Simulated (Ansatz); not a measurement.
# LuAg3N2: the cost of one run

Program: Ansatz 0.2.0. Level of theory: DFT PBE, scalar-relativistic, plane waves, PAW. These are calculated values, not measurements.

### Step 1. The starting structure

Symmetry: P6/mmm, No. 191, hexagonal system. The conventional cell has a = 5.210 Å, b = 5.210 Å, c = 4.136 Å, α = 90.00°, β = 90.00°, γ = 120.00°. Around Lu (site symmetry 6/mmm) lie 6 N at 3.01 Å and 12 Ag at 3.33 Å. Ag (site symmetry mmm) has 4 N at 2.56 Å and 4 Ag at 2.60 Å as nearest neighbours. Around N (site symmetry -6m2) lie 6 Ag at 2.56 Å and 3 Lu at 3.01 Å.

As a file:

```cif
data_structure
_symmetry_space_group_name_H-M 'P6/mmm'
_symmetry_Int_Tables_number 191
_cell_length_a 5.2098
_cell_length_b 5.2098
_cell_length_c 4.1359
_cell_angle_alpha 90.000
_cell_angle_beta 90.000
_cell_angle_gamma 120.000
_cell_volume 97.22
loop_
_atom_site_label
_atom_site_type_symbol
_atom_site_symmetry_multiplicity
_atom_site_Wyckoff_symbol
_atom_site_fract_x
_atom_site_fract_y
_atom_site_fract_z
_atom_site_occupancy
Lu1 Lu 1 a 0.00000 0.00000 0.00000 1
Ag1 Ag 3 g 0.50000 0.50000 0.50000 1
N1 N 2 c 0.33333 0.66667 0.00000 1
```

A structure generator made this guess: species swapped into a database cell of CeGa3Pd2 (P6/mmm, No. 191), with Lu on the Ce sites, Ag on the Ga sites and N on the Pd sites. Its size is a rough estimate.

### Step 2. Probe: one point on a coarse mesh

The input, input.yaml:

```yaml
crystal:
  lattice:
    - [5.20979037, 0.0, 0.0]
    - [-2.60489518, 4.51181081, 0.0]
    - [0.0, 0.0, 4.13593586]
  atoms:
    - { symbol: Lu, position: [0.0, 0.0, 0.0] }
    - { symbol: Ag, position: [0.5, 0.5, 0.5] }
    - { symbol: Ag, position: [0.0, 0.5, 0.5] }
    - { symbol: Ag, position: [0.5, 0.0, 0.5] }
    - { symbol: "N", position: [0.33333333, 0.66666667, 0.0] }
    - { symbol: "N", position: [0.66666667, 0.33333333, 0.0] }
basis:
  ecutwfc: 420
kpoints:
  mp_grid: { grid: [6, 6, 4] }
hamiltonian:
  xc: pbe
scf:
  occupations: { method: gaussian, width: 0.1 }
  lower_state_search: "off"
output:
  forces: true
  stress: true
  eigenvalues: true
```

Command:

```sh
> ansatz run input.yaml --threads 1 --pin off --max-ram 2048MiB --backend cpu --events-out ev --progress --plain --runs-dir out
```

**Question.** How long does this run take on 1 thread of AMD EPYC 7R43 (Zen 3), shared host, and how much memory does it need?

About 9 s, with a peak of 0.47 GiB.
